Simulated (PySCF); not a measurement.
# Si2NH3Cl2F2 (SMILES F[Si](F)(Cl)N[SiH2]Cl): levels of theory compared

We compute a comparison of 6 runs (HF/STO-3G, HF/def2-SVP, B3LYP/6-31G*, PBE0/def2-SVP, PBE0/aug-cc-pVDZ) of Si2NH3Cl2F2. The job is set up through a Python script.

The results are computed with PySCF 2.14.0.

1 further run of the same task is left out (set aside as unsound or not needed).

### 1 The system as given

The species is Si2NH3Cl2F2 (10 atoms), meant as a singlet with charge 0. SMILES: `F[Si](F)(Cl)N[SiH2]Cl`. The coordinates come from a PBE0-D4/def2-TZVP relaxation. This is one conformer, not always the lowest.

Bond lengths: F1–Si2 1.576 Å, Si2–F3 1.577 Å, Si2–Cl4 2.019 Å, Si2–N5 1.690 Å, N5–Si6 1.725 Å, Si6–Cl7 2.053 Å, N5–H8 1.012 Å, Si6–H9 1.474 Å, Si6–H10 1.478 Å. Some angles: F1–Si2–F3 106.9°, F1–Si2–Cl4 110.2°, F1–Si2–N5 108.0°, F3–Si2–Cl4 106.6°, F3–Si2–N5 112.5°, Cl4–Si2–N5 112.5°, Si2–N5–Si6 128.9°, N5–Si6–Cl7 112.1°, Si2–N5–H8 115.5°, Si6–N5–H8 115.2°.

### 2 Energy and forces at HF/STO-3G (run 1)

Input file input.py:

```python
# F[Si](F)(Cl)N[SiH2]Cl
from pyscf import gto

mol = gto.M(
    atom='''
F     -2.144650    -0.998531     3.216881
Si    -0.911604    -2.545272     0.990783
F     -3.113324    -4.044203    -0.346576
Cl     1.501198    -5.156874     2.376898
N      0.524021    -0.476589    -0.972453
Si     0.434259     2.782433    -0.933336
Cl     3.213290     4.290434     1.314871
H      1.769351    -1.240983    -2.204932
H     -2.024086     3.598794     0.092786
H      0.908391     3.694604    -3.529441
''',
    max_memory=1860,
    verbose=4,
    unit='bohr',
    spin=0,
    basis='sto-3g',
)

mf = mol.RHF()
mf.conv_tol = 1e-10
mf.kernel()
if not mf.converged:
    mf = mf.newton().run(mf.mo_coeff, mf.mo_occ)

e_final = mf.e_tot
print(f'total energy: {e_final:.8f} hartree')
grad = mf.nuc_grad_method().kernel()
mf.analyze()
```

The run is started by

```bash
$ OMP_NUM_THREADS=1 python input.py
```

Log:

```text
PySCF version 2.14.0

[... 82 lines left out ...]
Two-electron Coulomb Energy =         1446.192739885303126
[... 12 lines left out ...]
MO #10  energy= -7.79193770037047  occ= 2
[... 10 lines left out ...]
MO #21  energy= -4.10016625141843  occ= 2
[... 10 lines left out ...]
MO #32  energy= -0.564912693746202 occ= 2
[... 10 lines left out ...]
MO #43  energy= -0.386845920627905 occ= 2
[... 10 lines left out ...]
MO #54  energy= 0.72850792459649   occ= 0
[... 67 lines left out ...]
Dipole moment(X, Y, Z, Debye): -2.07042,  0.75559, -3.22980
```

It took 12 s on 1 thread of Intel Xeon at 2.50GHz (Skylake/Cascade Lake), shared host; peak memory 0.13 GiB.

### 3 Energy and forces at HF/def2-SVP (run 2)

Input file run.py:

```python
# F[Si](F)(Cl)N[SiH2]Cl
import pyscf.grad
from pyscf import gto

mol = gto.Mole()
mol.atom = [
    ('F', (-1.134900, -0.528400, 1.702300)),
    ('Si', (-0.482400, -1.346900, 0.524300)),
    ('F', (-1.647500, -2.140100, -0.183400)),
    ('Cl', (0.794400, -2.728900, 1.257800)),
    ('N', (0.277300, -0.252200, -0.514600)),
    ('Si', (0.229800, 1.472400, -0.493900)),
    ('Cl', (1.700400, 2.270400, 0.695800)),
    ('H', (0.936300, -0.656700, -1.166800)),
    ('H', (-1.071100, 1.904400, 0.049100)),
    ('H', (0.480700, 1.955100, -1.867700)),
]
mol.basis = 'def2-svp'
mol.charge = 0
mol.verbose = 4
mol.max_memory = 1860
mol.build()

hf = mol.RHF()
hf.conv_tol = 1e-10
hf.kernel()
if not hf.converged:
    hf = hf.newton().run(hf.mo_coeff, hf.mo_occ)

etot = hf.e_tot
print('E(%s) = %.9f' % ('HF', etot))
grad = hf.Gradients().kernel()
hf.analyze()
```

The run is started by

```bash
$ OMP_NUM_THREADS=1 python run.py
```

Log:

```text
PySCF version 2.14.0

[... 101 lines left out ...]
MO #14  energy= -8.02594838116566  occ= 2
[... 22 lines left out ...]
MO #37  energy= -0.611919546107451 occ= 2
[... 22 lines left out ...]
MO #60  energy= 0.553851922364944  occ= 0
[... 22 lines left out ...]
MO #83  energy= 1.08910165872826   occ= 0
[... 22 lines left out ...]
MO #106 energy= 1.8787309982246    occ= 0
[... 22 lines left out ...]
MO #129 energy= 4.00498684414028   occ= 0
[... 142 lines left out ...]
Dipole moment(X, Y, Z, Debye):  0.63383,  0.11313, -2.31071
```

Wall time 46 s (1 thread of Intel Xeon at 2.50GHz (Skylake/Cascade Lake), shared host); peak memory 0.39 GiB.

Runs 3 to 5 aren't shown in full; the table further down has their settings and results.

### 4 Energy and gradient at PBE0/aug-cc-pVDZ (run 6)

Input file mol.xyz:

```xyz
10

F     -1.134900    -0.528400     1.702300
Si    -0.482400    -1.346900     0.524300
F     -1.647500    -2.140100    -0.183400
Cl     0.794400    -2.728900     1.257800
N      0.277300    -0.252200    -0.514600
Si     0.229800     1.472400    -0.493900
Cl     1.700400     2.270400     0.695800
H      0.936300    -0.656700    -1.166800
H     -1.071100     1.904400     0.049100
H      0.480700     1.955100    -1.867700
```

Input file job.py:

```python
from pyscf import gto, dft

mol = gto.Mole()
mol.atom = 'mol.xyz'
mol.spin = 0
mol.verbose = 4
mol.max_memory = 1860
mol.charge = 0
mol.basis = 'aug-cc-pvdz'
mol.build()

mf = dft.RKS(mol)
mf.xc = 'pbe0'
mf.grids.level = 5
mf.conv_tol = 1e-10
mf.kernel()
if not mf.converged:
    mf = mf.newton().run(mf.mo_coeff, mf.mo_occ)

energy = mf.e_tot
print('Final energy', energy)
grad = mf.nuc_grad_method().kernel()
mf.analyze()
```

The run is started by

```bash
$ OMP_NUM_THREADS=1 python job.py
```

Log:

```text
PySCF version 2.14.0

[... 123 lines left out ...]
MO #24  energy= -1.27030532969699  occ= 2
[... 35 lines left out ...]
MO #60  energy= 0.0817880658560107 occ= 0
[... 35 lines left out ...]
MO #96  energy= 0.37256917241707   occ= 0
[... 35 lines left out ...]
MO #132 energy= 0.841220750892173  occ= 0
[... 35 lines left out ...]
MO #168 energy= 1.53292428996304   occ= 0
[... 35 lines left out ...]
MO #204 energy= 4.66899970194687   occ= 0
[... 217 lines left out ...]
Dipole moment(X, Y, Z, Debye):  0.54335,  0.12846, -2.03273
```

It took 12 min on 1 thread of Intel Xeon at 2.50GHz (Skylake/Cascade Lake), shared host; peak memory 1.7 GiB.

### 5 All runs side by side

| run | level | integration grid | Cartesian functions | energy (Eh) | dipole moment (D) | HOMO energy (eV) | LUMO energy (eV) | wall time |
| --- | --- | --- | --- | --- | --- | --- | --- | --- |
| 1 | HF/STO-3G | – | no | -1732.157122 | 3.91 | -9.78 | 9.04 | 12 s |
| 2 | HF/def2-SVP | – | no | -1751.567356 | 2.40 | -12.33 | 3.82 | 46 s |
| 3 | B3LYP/6-31G* (spherical functions) | 5 | no | -1755.892083 | 2.34 | -8.50 | 0.08 | 3 min |
| 4 | B3LYP/6-31G* (Cartesian functions) | 5 | yes | -1755.906062 | 2.34 | -8.50 | 0.06 | 3 min |
| 5 | PBE0/def2-SVP | 5 | no | -1754.447559 | 2.17 | -8.79 | 0.47 | 2.4 min |
| 6 | PBE0/aug-cc-pVDZ | 5 | no | -1755.153451 | 2.11 | -8.91 | -0.60 | 12 min |

### 6 Summary of results

```
                       quantity           value
            run 6: total energy  -1755.15345 Eh
           run 6: dipole moment          2.11 D
             run 6: HOMO energy        -8.91 eV
             run 6: LUMO energy        -0.60 eV
           run 6: HOMO–LUMO gap         8.31 eV
run 6: largest force on an atom      1.600 eV/Å
```

In words: The dipole moment (its size) runs from 2.11 D (PBE0/aug-cc-pVDZ) to 3.91 D (HF/STO-3G). The two ends differ in method and basis. The HOMO–LUMO gap runs from 8.31 eV (PBE0/aug-cc-pVDZ) to 18.82 eV (HF/STO-3G). Totals of different functionals can't be ranked against each other. In run 1 the basis is minimal, so the values are rough. All runs together took 22 min, the longest 12 min.
